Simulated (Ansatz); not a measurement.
# Ga (reference phase): the cost of one run

Method: DFT LDA, with the methods named in each step, in Ansatz 0.2.0.

## 1. The starting structure

It takes space group Cmce (No. 64, orthorhombic). Conventional cell: a = 4.523 Å, b = 7.661 Å, c = 4.524 Å, α = 90.00°, β = 90.00°, γ = 90.00°. Ga (site symmetry m) has 7 Ga at 2.48 to 2.79 Å as nearest neighbours.

As a file:

```
Ga
1.0
     2.26150   -3.83050    0.00000
     2.26150    3.83050    0.00000
     0.00000    0.00000    4.52400
Ga
4
Direct
  0.84510 0.15490 0.08100
  0.65490 0.34510 0.58100
  0.15490 0.84510 0.91900
  0.34510 0.65490 0.41900
```

Atoms are numbered in the order of the input: Ga1, Ga2, Ga3, Ga4.

## 2. Relaxed, PAW

Contents of input.yaml:

```yaml
crystal:
  lattice:
    - [2.2615, -3.8305, 0.0]
    - [2.2615, 3.8305, 0.0]
    - [0.0, 0.0, 4.524]
  atoms:
    - { symbol: Ga, position: [0.8451, 0.1549, 0.081] }
    - { symbol: Ga, position: [0.6549, 0.3451, 0.581] }
    - { symbol: Ga, position: [0.1549, 0.8451, 0.919] }
    - { symbol: Ga, position: [0.3451, 0.6549, 0.419] }
kpoints:
  mp_grid: { grid: [13, 13, 11] }
scf:
  occupations: { method: fermi_dirac, width: 0.05 }
hamiltonian:
  xc: lda
  pseudopotentials: { kind: paw }
output:
  forces: true
  stress: true
relax:
  f_tol: 0.003
  max_steps: 80
  cell: {}
```

On the command line:

```console
ansatz run input.yaml --threads 4 --pin off --max-ram 10240MiB --backend cpu --events-out ev --progress --plain --runs-dir out
```

**Question.** How long does this run take on 4 threads of Intel Xeon Platinum 8488C (Sapphire Rapids), shared host, and how much memory does it need?

About 48 s, with a peak of 0.85 GiB.
